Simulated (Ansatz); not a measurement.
What does this script print? It uses Ansatz 0.2.0, Python API.

Contents of `c3h4n2se.xyz`:
```text
10

N     2.56850   -0.66400    0.61140
C     1.51890   -0.39500   -0.15340
C     0.46410   -0.15710   -0.93880
C    -0.78500    0.00850   -0.38270
N    -1.83840    0.22870   -1.20450
Se   -1.20270   -0.12760    1.51250
H     2.42770   -0.62050    1.64010
H     0.69520   -0.05870   -1.99910
H    -2.81200    0.37000   -0.79170
H    -0.95330    1.36440    1.70910
```

The script, `run_opt.py`:
```python
"""Relax the C3H4N2Se molecule."""

import argparse

import ansatz as az
import numpy as np
import pandas as pd

parser = argparse.ArgumentParser(description="Relax the C3H4N2Se molecule.")
parser.add_argument("--basis-set", required=True, help="basis")
parser.add_argument("--xc", required=True, help="exchange-correlation functional")
args = parser.parse_args()


def main() -> None:
    mol = az.Crystal.molecule_from_extxyz("c3h4n2se.xyz")

    calculation = (
        mol.calculation()
        .basis(gaussian=args.basis_set)  # the orbital basis, by name
        .functional(args.xc)
    )
    symbols = [site.symbol for site in mol.cartesian_sites]
    start = np.array([site.position_ang for site in mol.cartesian_sites], dtype=float)
    def progress(event):
        if event["event"] == "relax_step":
            row = event["data"]
            print(f"step {row['step']:3d}  E = {row['lagrangian_ev']:.6f} eV  largest force component {row['allowed_force_max_ev_ang']:.4f} eV/A")


    data = calculation.relax(force_tolerance=0.02).session().plan().execute(on_event=progress).report
    end = np.array(data["positions_ang"])

    for key in ("converged", "free_energy_ev", "reference_energy_ev", "n_frozen", "n_occupied", "n_virtual"):
        print(f"{key:22s} {data[key]}")

    print("final positions (A) and the move of each atom")
    for symbol, xyz, old in zip(symbols, end, start):
        print(f"{symbol:2s} {xyz[0]:10.5f} {xyz[1]:10.5f} {xyz[2]:10.5f}   {np.linalg.norm(xyz - old):7.4f}")

    charges = data["charge_distribution"]
    table = pd.DataFrame({"atom": symbols, "mulliken": charges["mulliken_charges_e"], "lowdin": charges["lowdin_charges_e"]})
    print(table.round(3).to_string())
    print("dipole (e A):", np.round(charges["dipole_moment_e_ang"], 4) + 0.0)


if __name__ == "__main__":
    main()
```

```console
$ python run_opt.py --basis-set def2-SVP --xc PBE0
step   1  E = -71474.307334 eV  largest force component 7.4967 eV/A
step   2  E = -71475.588332 eV  largest force component 2.5041 eV/A
step   3  E = -71476.063021 eV  largest force component 1.9869 eV/A
step   4  E = -71476.148477 eV  largest force component 1.8853 eV/A
step   5  E = -71476.216479 eV  largest force component 1.0910 eV/A
step   6  E = -71476.268325 eV  largest force component 0.3775 eV/A
step   7  E = -71476.281912 eV  largest force component 0.2883 eV/A
step   8  E = -71476.288255 eV  largest force component 0.1648 eV/A
step   9  E = -71476.290976 eV  largest force component 0.1578 eV/A
step  10  E = -71476.293273 eV  largest force component 0.0653 eV/A
[... 28 cycles left out ...]
step  39  E = -71476.345292 eV  largest force component 0.3649 eV/A
step  40  E = -71476.354481 eV  largest force component 0.0921 eV/A
step  41  E = -71476.357166 eV  largest force component 0.1441 eV/A
step  42  E = -71476.358592 eV  largest force component 0.1381 eV/A
step  43  E = -71476.360564 eV  largest force component 0.0830 eV/A
step  44  E = -71476.361690 eV  largest force component 0.0272 eV/A
step  45  E = -71476.361762 eV  largest force component 0.0938 eV/A
step  46  E = -71476.361733 eV  largest force component 0.0496 eV/A
step  47  E = -71476.362091 eV  largest force component 0.0390 eV/A
step  48  E = -71476.362146 eV  largest force component 0.0054 eV/A
converged              True
free_energy_ev         -71476.36216969666
reference_energy_ev    -71476.36216969666
n_frozen               0
n_occupied             [35, 35]
n_virtual              [87, 87]
final positions (A) and the move of each atom
N     2.28103   -0.48105    0.92274    0.4616
C     1.38251   -0.32393    0.11716    0.3112
C     0.37962   -0.29252   -0.74706    0.2495
C    -0.97746    0.17081   -0.46606    0.2652
N    -1.80290    0.32567   -1.41656    0.2359
Se   -1.43969    0.59296    1.37783    0.7704
H     2.92214    0.30004    1.08266    1.1843
H     0.57803   -0.59510   -1.77995    0.5912
H    -2.72544    0.61821   -1.08868    0.3966
H    -0.51485   -0.36638    2.00081    1.8091
  atom  mulliken  lowdin
0    N    -0.062   0.142
1    C     0.088  -0.066
2    C    -0.174  -0.155
3    C    -0.147  -0.253
4    N    -0.154   0.069
5   Se    -0.011   0.187
6    H     0.175   0.046
7    H     0.092   0.055
8    H     0.120  -0.010
9    H     0.073  -0.015
dipole (e A): [0.3775 0.1562 0.2329]
```

What to keep in mind:
- These settings explore the input space; basis and method may be short of convergence.
- The end point is the stationary point reached from this start; no frequency run checks that it is a minimum, and the basis set is modest.
- The Löwdin charges here are taken after orthogonalising the functions within each atom; they differ from plain Löwdin charges, and their signs can be unphysical.
- Timing: 6.6 min on 1 thread of AMD EPYC 7R43 64-Core Processor (Zen 3) (shared host), peak memory 0.44 GiB.

(A comment or docstring line of the script was reworded after the run, the code is as it ran.)
